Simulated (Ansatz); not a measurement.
# F7Mo: the cost of one run

Method: UKS PBE/def2-SVP, in Ansatz 0.2.0.

## 1. The system as given

Bond lengths: Mo1–F2 2.020 Å, Mo1–F3 1.770 Å, Mo1–F4 1.770 Å, Mo1–F5 1.770 Å, Mo1–F6 1.770 Å, Mo1–F7 1.770 Å. Angles (14 of 15 angles, heavy atoms first): F2–Mo1–F3 90.0°, F2–Mo1–F4 90.0°, F2–Mo1–F5 90.0°, F2–Mo1–F6 90.0°, F2–Mo1–F7 180.0°, F3–Mo1–F4 90.0°, F3–Mo1–F5 180.0°, F3–Mo1–F6 90.0°, F3–Mo1–F7 90.0°, F4–Mo1–F5 90.0°, F4–Mo1–F6 180.0°, F4–Mo1–F7 90.0°, F5–Mo1–F6 90.0°, F5–Mo1–F7 90.0°.

Coordinates:

```xyz
8

Mo    0.0000    0.0000    0.0000
F     0.0000    0.0000    2.0200
F     1.7700    0.0000    0.0000
F     0.0000    1.7700    0.0000
F    -1.7700    0.0000    0.0000
F     0.0000   -1.7700    0.0000
F     0.0000    0.0000   -1.7700
F     0.0000    0.0000    3.4600
```

## 2. Pulling towards end A

Springs on the bonds that form and break draw the guess towards this end; the thresholds are loose.

Input file input.yaml:

```yaml
crystal:
  periodic: [false, false, false]
  atoms:
    - { symbol: Mo, position_ang: [0.0, 0.0, 0.0] }
    - { symbol: F, position_ang: [0.0, 0.0, 2.02] }
    - { symbol: F, position_ang: [1.77, 0.0, 0.0] }
    - { symbol: F, position_ang: [0.0, 1.77, 0.0] }
    - { symbol: F, position_ang: [-1.77, 0.0, 0.0] }
    - { symbol: F, position_ang: [0.0, -1.77, 0.0] }
    - { symbol: F, position_ang: [0.0, 0.0, -1.77] }
    - { symbol: F, position_ang: [0.0, 0.0, 3.46] }
magnetization:
  spin_polarized: true
  initial_magnetization: 1
basis:
  gaussian: { orbitals: def2-SVP }
hamiltonian:
  xc: pbe
relax:
  f_tol: 0.15
  max_steps: 25
  restrain:
    - { distance: [1, 7], at: 2.34, k: 30.0 }
    - { distance: [0, 1], at: 1.77, k: 30.0 }
output:
  orbitals: {}
```

Run with:

```
ansatz run input.yaml --threads 4 --pin off --max-ram 5120MiB --backend cpu --events-out ev --progress --plain --runs-dir out
```

What time and memory should one allow on 4 threads of Arm Neoverse V2, shared host?

About 56 s, with a peak of 0.39 GiB.
